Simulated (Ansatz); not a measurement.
# CH7ClSi2 (SMILES [SiH3]C[SiH2]Cl): HF/STO-3G

Aim: the electronic atomisation energy of CH7ClSi2 at HF/STO-3G, from 5 runs. 

The results are computed with Ansatz 0.2.0.

49 further runs of the same task are left out: 49 set aside as unsound or not needed.

## (1) The molecule

CH7ClSi2 has 11 atoms, charge 0, and is taken as a singlet. As SMILES, `[SiH3]C[SiH2]Cl`. The coordinates come from a PBE0-D4/def2-TZVP relaxation. This is one conformer, not always the lowest.

Bond lengths: Si1–C2 1.877 Å, C2–Si3 1.856 Å, Si3–Cl4 2.062 Å, Si1–H5 1.486 Å, Si1–H6 1.487 Å, Si1–H7 1.487 Å, C2–H8 1.095 Å, C2–H9 1.095 Å, Si3–H10 1.483 Å, Si3–H11 1.483 Å. Some angles: Si1–C2–Si3 114.4°, C2–Si3–Cl4 110.3°, Si1–C2–H8 108.8°, Si1–C2–H9 108.8°, Si3–C2–H8 108.7°, Si3–C2–H9 108.7°, C2–Si1–H5 110.5°, C2–Si1–H6 110.2°, C2–Si1–H7 110.2°, C2–Si3–H10 111.0°.

## (2) A single-point energy at HF/STO-3G

Input file run.yaml:

```yaml
crystal:
  periodic: [false, false, false]
  atoms:
    - {symbol: Si, position_ang: [1.006300, 1.285600, -0.182900]}
    - {symbol: C, position_ang: [-0.570400, 0.282700, -0.356100]}
    - {symbol: Si, position_ang: [-0.499800, -1.397400, 0.429000]}
    - {symbol: Cl, position_ang: [-2.287500, -2.388300, 0.158700]}
    - {symbol: H, position_ang: [0.854300, 2.610700, -0.838800]}
    - {symbol: H, position_ang: [1.323900, 1.497600, 1.254200]}
    - {symbol: H, position_ang: [2.143300, 0.566700, -0.816300]}
    - {symbol: H, position_ang: [-1.397400, 0.844300, 0.091100]}
    - {symbol: H, position_ang: [-0.797200, 0.162700, -1.420800]}
    - {symbol: H, position_ang: [0.561500, -2.228800, -0.187700]}
    - {symbol: H, position_ang: [-0.271500, -1.292800, 1.890200]}
basis:
  gaussian:
    orbitals: STO-3G
hamiltonian:
  xc: hf
accuracy: high
output: {orbitals: {seedname: orbitals}}
```

Command:

```bash
$ ansatz run run.yaml --threads 1 --pin off --max-ram 2610MiB --events-out events.jsonl --progress --plain --runs-dir runs
```

Standard output:

```text
Warning: RAYON_NUM_THREADS=1 ignored (pool sized by the plan → 1); use --threads N
Functional definition: HF
  name "HF"
  exchange = exact_x
  correlation = 0
792 factors; integrals over basis functions are off by at most 1.1e-8 eV
mean field evaluation 1: about -29042.7212 eV, gradient 1.6e1 eV
mean field evaluation 2: about -29042.7918 eV, gradient 1.6e1 eV
mean field evaluation 4: about -29044.0284 eV, gradient 7.2e-1 eV
mean field evaluation 8: about -29044.0304 eV, gradient 1.9e-6 eV
mean field -29044.03038081 eV, -1067.3484297438 hartree, gradient 6.5e-8 eV, S^2 0.000000; 0 other end points of the search recorded, 0 dependent functions left out
reference -29044.03038081 eV, -1067.3484297438 hartree; 29, 29 occupied and 10, 10 virtual orbitals, 792 factors
Total energy: -29044.03038081 eV, -1067.3484297438 hartree
```

Run time: 0.42 s. Hardware: 1 thread of Arm Neoverse V2, shared host.

## (3) The C atom, same level

Input file run.yaml:

```yaml
crystal:
  periodic: [false, false, false]
  atoms:
    - {symbol: C, position_ang: [0.000000, 0.000000, 0.000000]}
basis:
  gaussian:
    orbitals: STO-3G
accuracy: high
magnetization:
  spin_polarized: true
  initial_magnetization: 2
hamiltonian:
  xc: hf
```

Command:

```bash
$ ansatz run run.yaml --threads 1 --pin off --max-ram 2610MiB --events-out events.jsonl --progress --plain --runs-dir runs
```

Standard output:

```text
Warning: RAYON_NUM_THREADS=1 ignored (pool sized by the plan → 1); use --threads N
Functional definition: HF
  name "HF"
  exchange = exact_x
  correlation = 0
15 factors; integrals over basis functions are off by at most 9.8e-10 eV
mean field evaluation 1: about -1012.2198 eV, gradient 0.0e0 eV
mean field evaluation 2: about -1012.2198 eV, gradient 0.0e0 eV
mean field -1012.21982732 eV, -37.1983925466 hartree, gradient 0.0e0 eV, S^2 2.000000; 2 other end points of the search recorded, 0 dependent functions left out
reference -1012.21982732 eV, -37.1983925466 hartree; 4, 2 occupied and 1, 3 virtual orbitals, 15 factors
Total energy: -1012.21982732 eV, -37.1983925466 hartree
```

It took 0.02 s on 1 thread of Arm Neoverse V2, shared host.

## (4) The Cl atom at the same level

Input file in.yaml:

```yaml
crystal:
  periodic: [false, false, false]
  atoms:
    - {symbol: Cl, position_ang: [0.000000, 0.000000, 0.000000]}
basis:
  gaussian: {orbitals: STO-3G}
magnetization: {spin_polarized: true, initial_magnetization: 1}
hamiltonian: {xc: hf}
accuracy: high
```

Run the same way, it converges to -454.54219 Eh (log not shown).

## (5) The H atom

Input file molecule.yaml:

```yaml
crystal:
  periodic: [false, false, false]
  atoms:
    - symbol: H
      position_ang: [0.000000, 0.000000, 0.000000]
basis:
  gaussian:
    orbitals: STO-3G
magnetization:
  spin_polarized: true
  initial_magnetization: 1
hamiltonian:
  xc: hf
accuracy: high
```

Run the same way, it converges to -0.46658 Eh (log not shown).

## (6) The Si atom

Input file job.yaml:

```yaml
crystal:
  periodic: [false, false, false]
  atoms:
    - {symbol: Si, position_ang: [0.000000, 0.000000, 0.000000]}
basis:
  gaussian:
    orbitals: STO-3G
total_charge: 0
magnetization:
  spin_polarized: true
  initial_magnetization: 2
hamiltonian:
  xc: hf
accuracy: high
```

Command:

```bash
$ ansatz run job.yaml --threads 1 --pin off --max-ram 2610MiB --events-out events.jsonl --progress --plain --runs-dir runs
```

Standard output:

```text
Warning: RAYON_NUM_THREADS=1 ignored (pool sized by the plan → 1); use --threads N
Functional definition: HF
  name "HF"
  exchange = exact_x
  correlation = 0
42 factors; integrals over basis functions are off by at most 2.5e-9 eV
mean field evaluation 1: about -7767.9286 eV, gradient 9.3e-1 eV
mean field evaluation 2: about -7767.9294 eV, gradient 9.3e-1 eV
mean field evaluation 4: about -7767.9315 eV, gradient 4.9e-6 eV
mean field evaluation 8: about -7767.9314 eV, gradient 2.1e-1 eV
mean field -7767.93148641 eV, -285.4662168327 hartree, gradient 2.1e-9 eV, S^2 2.000003; 0 other end points of the search recorded, 0 dependent functions left out
reference -7767.93148641 eV, -285.4662168327 hartree; 8, 6 occupied and 1, 3 virtual orbitals, 42 factors
Total energy: -7767.93148641 eV, -285.4662168327 hartree
```

Wall time 0.04 s (1 thread of Arm Neoverse V2, shared host).

## (7) What came out

At HF/STO-3G:

| quantity | value |
| --- | --- |
| molecule: total energy | -1067.34843 Eh |
| molecule: HOMO energy | -9.66 eV |
| molecule: LUMO energy | 9.55 eV |
| molecule: HOMO–LUMO gap | 19.21 eV |
| C atom: total energy | -37.19839 Eh |
| C atom: ⟨S²⟩ | 2.000 |
| Cl atom: total energy | -454.54219 Eh |
| Cl atom: ⟨S²⟩ | 0.750 |
| H atom: total energy | -0.46658 Eh |
| H atom: ⟨S²⟩ | 0.750 |
| Si atom: total energy | -285.46622 Eh |
| Si atom: ⟨S²⟩ | 2.000 |
| electronic atomisation energy | 38.350 eV |

Taking the molecule apart into free atoms costs 38.35 eV (3700 kJ/mol), before zero-point energy and without spin-orbit coupling. Hartree–Fock lacks the correlation of the bonding pairs, which as a rule makes this value much too low; in minimal bases other errors can mask that. In a minimal basis such a difference can be off by several eV, whatever the method.
